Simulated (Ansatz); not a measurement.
Turn this script for Ansatz 0.2.0 through its Python package into the input file that the command-line program reads.

Script `cai_opt.py`:
```python
# -*- coding: utf-8 -*-
import itertools
import warnings

import ansatz as az
from ase.data import atomic_numbers, covalent_radii
import numpy as np


def main():
    warnings.simplefilter('ignore', az.DeckWarning)

    geometry = (
        az.Crystal.molecule()
        .atom('Ca', (0.0, 0.0, 0.0))
        .atom('I', (0.0, 0.0, 3.0))
    )

    setup = (
        geometry.calculation()
        .basis(gaussian='def2-SVP')
        .correlation('CCSD(T)')
        .charge(1)
    )
    symbols = [site.symbol for site in geometry.cartesian_sites]
    start = np.array([site.position_ang for site in geometry.cartesian_sites], dtype=float)
    def progress(event):
        if event['event'] == 'relax_step':
            row = event['data']
            print(f'step {row["step"]:3d}  E = {row["lagrangian_ev"]:.6f} eV  largest force component {row["allowed_force_max_ev_ang"]:.4f} eV/A')


    rep = setup.relax(force_tolerance=0.02).session().plan().execute(on_event=progress).report
    end = np.array(rep['positions_ang'])

    print(f'E = {rep["free_energy_ev"]:.6f} eV = {rep["free_energy_ev"] / 27.211386246:.7f} Ha')
    print('converged:', rep['converged'], ' doubts:', rep['published_state_doubts'] or 'none')

    radius = [covalent_radii[atomic_numbers[s]] for s in symbols]
    span = lambda where, i, j: np.linalg.norm(where[i] - where[j])
    bonded = [(i, j) for i, j in itertools.combinations(range(len(symbols)), 2) if min(span(start, i, j), span(end, i, j)) < 1.2 * (radius[i] + radius[j])]
    print('pair        before    after (A)')
    for i, j in bonded:
        print(f'{symbols[i]}{i}-{symbols[j]}{j}'.ljust(10), f'{span(start, i, j):8.4f} {span(end, i, j):8.4f}')


if __name__ == '__main__':
    main()
```

`python cai_opt.py` gives:
```text
step   1  E = -26488.336285 eV  largest force component 1.3382 eV/A
step   2  E = -26488.508357 eV  largest force component 0.3012 eV/A
step   3  E = -26488.512887 eV  largest force component 0.1564 eV/A
step   4  E = -26488.514293 eV  largest force component 0.0099 eV/A
E = -26488.514293 eV = -973.4349457 Ha
converged: True  doubts: none
pair        before    after (A)
Ca0-I1       3.0000   2.7668
```

`input.yaml`:
```yaml
crystal:
  periodic: [false, false, false]
  atoms:
    - { symbol: Ca, position_ang: [0.0, 0.0, 0.0] }
    - { symbol: I, position_ang: [0.0, 0.0, 3.0] }
basis:
  gaussian:
    orbitals: def2-SVP
total_charge: 1.0
correlation:
  method: ccsd_t
relax:
  f_tol: 0.02
```

Caveats:
- Total energies depend on the basis set; only differences at equal settings carry meaning.
- The end point is the stationary point reached from this start; no frequency run checks that it is a minimum, and the basis set is modest.
- def2 sets replace the cores of elements past krypton by effective core potentials.
- The spin state was assumed, and another may lie lower.
- The whole script took 15 s on 1 thread of Intel(R) Xeon(R) 6975P-C (Granite Rapids), on a shared host, peak memory 0.25 GiB.

(A comment or docstring line of the script was reworded after the run, the code is as it ran; lines on the test bed's own set-up are left out of the output.)
